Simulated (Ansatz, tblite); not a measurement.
# The cluster Mg3Se4−: one state, many levels

The task here is to estimate one member of a computed series from the others.

The runs use Ansatz 0.2.0, Gaussian basis; as each input shows.

The runs, in order: GFN1-xTB, GFN2-xTB, PBE-D4/def2-SVP, r2SCAN-D4/def2-SVP, LDA/def2-SVP, PBE+10HF/def2-SVPD, PBE+15HF/def2-SVPD, PBE+40HF/def2-SVPD, PBE-D4/def2-SVPD, PBE0-D4/def2-SVPD, MP2/def2-SVPD.

13 further runs of the same task are left out: 8 that didn't finish, 5 set aside as unsound or not needed. Runs told in other sessions of the task aren't counted.

### The relaxed structure

The geometry is that of the doublet, from an earlier relaxation (PBE-D4/def2-SVPD). At that level it is the lowest of the isomers that a small search found.

7 atoms, charge -1, spin multiplicity 2.

Bond lengths: Mg1–Se4 2.723 Å, Mg1–Se6 2.533 Å, Mg1–Se7 2.533 Å, Mg2–Se4 2.595 Å, Mg2–Se5 2.559 Å, Mg2–Se7 2.529 Å, Mg3–Se4 2.596 Å, Mg3–Se5 2.559 Å, Mg3–Se6 2.529 Å. Angles: Se4–Mg1–Se6 98.7°, Se4–Mg1–Se7 98.7°, Se6–Mg1–Se7 139.9°, Se4–Mg2–Se5 96.0°, Se4–Mg2–Se7 102.3°, Se5–Mg2–Se7 136.9°, Se4–Mg3–Se5 96.0°, Se4–Mg3–Se6 102.3°, Se5–Mg3–Se6 136.9°, Mg1–Se4–Mg2 67.7°, Mg1–Se4–Mg3 67.7°, Mg2–Se4–Mg3 72.0°, Mg2–Se5–Mg3 73.2°, Mg1–Se6–Mg3 71.7°, Mg1–Se7–Mg2 71.7°.

The ion is computed in the gas phase, without counter-ions or solvent.

PBE0-D4/def2-SVP was run before; its log isn't repeated, and its numbers join the tables.

The first run:

Tight binding, by tblite at 300 K electronic temperature and without a spin-polarisation term:

```python
tblite.interface.Calculator('GFN1-xTB', numbers, positions, charge=-1, uhf=1).singlepoint()
```

Tight binding, by tblite at 300 K electronic temperature and without a spin-polarisation term:

```python
tblite.interface.Calculator('GFN2-xTB', numbers, positions, charge=-1, uhf=1).singlepoint()
```

start.molden holds the orbitals of an earlier run on this state, given as this run's starting guess.

in.yaml

```yaml
crystal:
  periodic: [false, false, false]
  atoms:
    - {symbol: Mg, position_ang: [-0.025878, -1.701491, -0.159320]}
    - {symbol: Mg, position_ang: [-0.692630, 0.964180, -1.273838]}
    - {symbol: Mg, position_ang: [0.908473, 0.697802, 1.311299]}
    - {symbol: Se, position_ang: [1.760086, 0.138577, -1.075932]}
    - {symbol: Se, position_ang: [-0.548030, 2.682963, 0.615833]}
    - {symbol: Se, position_ang: [0.547298, -1.598716, 2.305842]}
    - {symbol: Se, position_ang: [-1.949319, -1.183316, -1.723884]}
basis:
  gaussian: {orbitals: def2-SVP, initial_orbitals: start.molden}
total_charge: -1
magnetization: {spin_polarized: true, initial_magnetization: 1}
hamiltonian: {xc: pbe, dispersion: d4}
scf: {omitted_lower_state_checks: [starts]}
output: {orbitals: {seedname: orbitals}}
```

The run is started by

```console
ansatz run in.yaml --threads 4 --pin off --events-out ev --progress --plain --max-ram 4787MiB
```

Among the steps run: PBE-D4/def2-SVP; r2SCAN-D4/def2-SVP; LDA/def2-SVP; PBE+10HF/def2-SVPD; PBE+15HF/def2-SVPD; PBE+40HF/def2-SVPD; PBE-D4/def2-SVPD; PBE0-D4/def2-SVPD; MP2/def2-SVPD.

One of the session's tables, all rows but one given; the rest of the session is left out.

```
             level  HOMO (eV)  LUMO (eV)  gap (eV)
      LDA/def2-SVP      -1.41      -1.46     -0.05
   PBE-D4/def2-SVP      -1.24      -1.27     -0.03
  PBE-D4/def2-SVPD      -1.51      -1.53     -0.02
r2SCAN-D4/def2-SVP      -1.46      -1.45      0.01
  PBE0-D4/def2-SVP      -2.02      -1.08      0.94
 PBE0-D4/def2-SVPD      -2.23      -1.29      0.94
PBE+10HF/def2-SVPD      -1.79      -1.44      0.35
PBE+15HF/def2-SVPD          ?          ?         ?
PBE+40HF/def2-SVPD      -2.73      -1.05      1.68
```

**Question.** Estimate the row for PBE+15HF/def2-SVPD.

The run gave: HOMO (eV): -1.93; LUMO (eV): -1.39; gap (eV): 0.54. In the column «HOMO (eV)» it lies between PBE0-D4/def2-SVP (-2.02) and PBE+10HF/def2-SVPD (-1.79).
